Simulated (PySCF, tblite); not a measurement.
# C5H7NO2Si: geometry, infrared bands and NMR shifts

What infrared bands and NMR shifts should C5H7NO2Si (`C=C(C#N)C[SiH2]OC=O`) show?

The runs use tblite 0.8.0 and PySCF 2.14.0, with density-fitted response routines of our own; the level of theory stands in each step. All values are computed, except where a source is named. Atoms count from 0, in the outputs and in this text.

### 1 The molecule as given

16 atoms, charge 0, multiplicity 1; geometry from: force field or distance geometry start.

Bonds of the start (Å): C0–C1 1.32, C1–C2 1.44, C2–N3 1.15, C1–C4 1.48, C4–Si5 1.85, Si5–O6 1.74, O6–C7 1.41, C7–O8 1.26, C0–H9 1.11, C0–H10 1.08, C4–H11 1.11, C4–H12 1.12, Si5–H13 1.47, Si5–H14 1.47, C7–H15 1.09.

### 2 Relaxing the molecule with GFN2-xTB

Job settings and geometry (Å):

```
{"job": {"kind": "relax", "xc": "GFN2-xTB", "basis": "xTB"}, "charge": 0, "multiplicity": 1}
C     -2.732300     0.840700     0.297700
C     -1.768900    -0.023400     0.015700
C     -1.916500    -1.444300     0.223400
N     -2.053300    -2.571800     0.385100
C     -0.479700     0.505100    -0.487900
Si     0.829100     0.006500     0.721900
O      2.169500    -0.801400    -0.037500
C      3.467800    -0.416000     0.353600
O      3.664500     0.479900     1.216100
H     -3.694600     0.449700     0.687400
H     -2.599300     1.903000     0.142300
H     -0.304000     0.127900    -1.516500
H     -0.571200     1.623500    -0.461300
H      1.378100     1.205700     1.375200
H      0.316200    -0.934000     1.735300
H      4.286900    -0.942200    -0.127000
```

Launch:

```bash
> OMP_NUM_THREADS=1 python probes_run.py task.json out
```

One launch serves the whole session: the jobs run in the order shown.

**Question.** This job is followed by: GFN2-xTB harmonic vibrations, gas phase; GIAO PBE0/pcSseg-1 NMR shielding, non-relativistic, gas phase. Predict these results of the whole session: strongest single infrared mode (GFN2-xTB); zero-point energy (GFN2-xTB); 13C shifts against TMS (PBE0/pcSseg-1); 1H shifts against TMS (PBE0/pcSseg-1, means over atoms taken as alike); 15N shifts against NH3 (PBE0/pcSseg-1); 29Si shifts against TMS (PBE0/pcSseg-1); 17O shifts against H2O (PBE0/pcSseg-1).

**Answer**, as computed:

| quantity | value |
| --- | --- |
| strongest single infrared mode (GFN2-xTB) | 1183 cm⁻¹, 582 km/mol |
| zero-point energy (GFN2-xTB) | 67.3 kcal/mol |
| 13C shifts against TMS (PBE0/pcSseg-1) | 165.0, 138.5, 123.9, 123.6, 25.9 ppm |
| 1H shifts against TMS (PBE0/pcSseg-1, means over atoms taken as alike) | 8.04, 6.16, 6.02, 5.13, 2.32 ppm |
| 15N shifts against NH3 (PBE0/pcSseg-1) | 318.5 ppm |
| 29Si shifts against TMS (PBE0/pcSseg-1) | -18.0 ppm |
| 17O shifts against H2O (PBE0/pcSseg-1) | 467.3, 201.3 ppm |

Over 136 steps the energy fell by 0.873 eV; of the close pairs, O6–C7 changed most, 1.410 to 1.311 Å. All 42 modes are real, so the xTB geometry is a minimum. The strongest single mode, at 1183 cm⁻¹, is spread over many atoms; the largest shares are those of O6, C7. GFN2-xTB is a fitted tight-binding method: band positions and strengths are rough. Its intensities can rank the bands wrongly. At PBE0/pcSseg-1: Shielding is most anisotropic at O8 (span 656 ppm, paramagnetic term -533 ppm).
